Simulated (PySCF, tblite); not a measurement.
# C₅H₁₂S₂Si: geometry, infrared bands and NMR shifts

What infrared bands and NMR shifts should C₅H₁₂S₂Si (`CS/C=C(\C)C[SiH2]S`) show?

The runs use tblite 0.8.0 and PySCF 2.14.0, with density-fitted response routines of our own; the level of theory stands in each step. All values are computed, except where a source is named. Atoms count from 0, in the outputs and in this text.

## 1. The starting structure

20 atoms, charge 0, multiplicity 1; geometry from: force field or distance geometry start.

Bonds of the start (Å): C0–S1 1.83, S1–C2 1.72, C2–C3 1.36, C3–C4 1.50, C3–C5 1.53, C5–Si6 1.87, Si6–S7 2.16, C0–H8 1.09, C0–H9 1.09, C0–H10 1.10, C2–H11 1.08, C4–H12 1.10, C4–H13 1.10, C4–H14 1.10, C5–H15 1.10, C5–H16 1.09, Si6–H17 1.49, Si6–H18 1.49, S7–H19 1.34.

## 2. Optimising the geometry with GFN2-xTB

The job: settings as JSON, then the geometry in Å.

```
{"job": {"kind": "relax", "xc": "GFN2-xTB", "basis": "xTB"}, "charge": 0, "multiplicity": 1}
C      3.505500     0.288200     0.860200
S      2.200200     1.221800    -0.009500
C      1.005200    -0.011300    -0.169100
C     -0.220500     0.194400    -0.730300
C     -0.714300     1.482700    -1.311700
C     -1.203200    -0.978800    -0.817600
Si    -2.590000    -1.002400     0.439800
S     -1.746900    -1.122800     2.422100
H      4.354500     0.945900     1.049400
H      3.830600    -0.553100     0.256300
H      3.123900    -0.082800     1.818900
H      1.244000    -0.998500     0.210200
H     -1.565300     1.874200    -0.735000
H      0.048000     2.270700    -1.355100
H     -1.046300     1.328200    -2.348700
H     -0.658100    -1.927200    -0.715500
H     -1.632300    -0.987000    -1.818800
H     -3.461800    -2.193800     0.224800
H     -3.409400     0.233600     0.361600
H     -1.068900     0.028700     2.364900
```

Command:

```
$ OMP_NUM_THREADS=1 python probes_run.py task.json out
```

One launch serves the whole session: the jobs run in the order shown.

**Question.** This job is followed by: GFN2-xTB harmonic vibrations, gas phase; GIAO PBE0/pcSseg-1 NMR shielding, non-relativistic, gas phase. What will the session give for the following? strongest single infrared mode (GFN2-xTB); zero-point energy (GFN2-xTB); 13C shifts against TMS (PBE0/pcSseg-1); 1H shifts against TMS (PBE0/pcSseg-1, means over atoms taken as alike); 33S shifts against CS2 (PBE0/pcSseg-1); 29Si shifts against TMS (PBE0/pcSseg-1).

**Answer**, as computed:

```
                                                              quantity                                   value
                             strongest single infrared mode (GFN2-xTB)                   2285 cm⁻¹, 252 km/mol
                                          zero-point energy (GFN2-xTB)                           94.3 kcal/mol
                                13C shifts against TMS (PBE0/pcSseg-1)      132.7, 132.0, 28.8, 21.4, 20.9 ppm
1H shifts against TMS (PBE0/pcSseg-1, means over atoms taken as alike)  5.30, 4.72, 2.32, 1.82, 1.73, 0.55 ppm
                                33S shifts against CS2 (PBE0/pcSseg-1)                           -10, -289 ppm
                               29Si shifts against TMS (PBE0/pcSseg-1)                               -32.9 ppm
```

What this shows: Relaxing lowered the energy by 0.191 eV in 103 steps; the close pair that moved most is C5–Si6, from 1.872 to 1.913 Å. All 54 modes are real, so the xTB geometry is a minimum. The strongest single mode, at 2285 cm⁻¹, moves mainly H18. GFN2-xTB is a fitted tight-binding method: band positions and strengths are rough. Its intensities can rank the bands wrongly. The most deshielded hydrogen is H11 (hydrogen on an alkene CH), at 5.30 ppm: olefinic region. At PBE0/pcSseg-1: Shielding is most anisotropic at S1 (span 346 ppm, paramagnetic term -545 ppm).
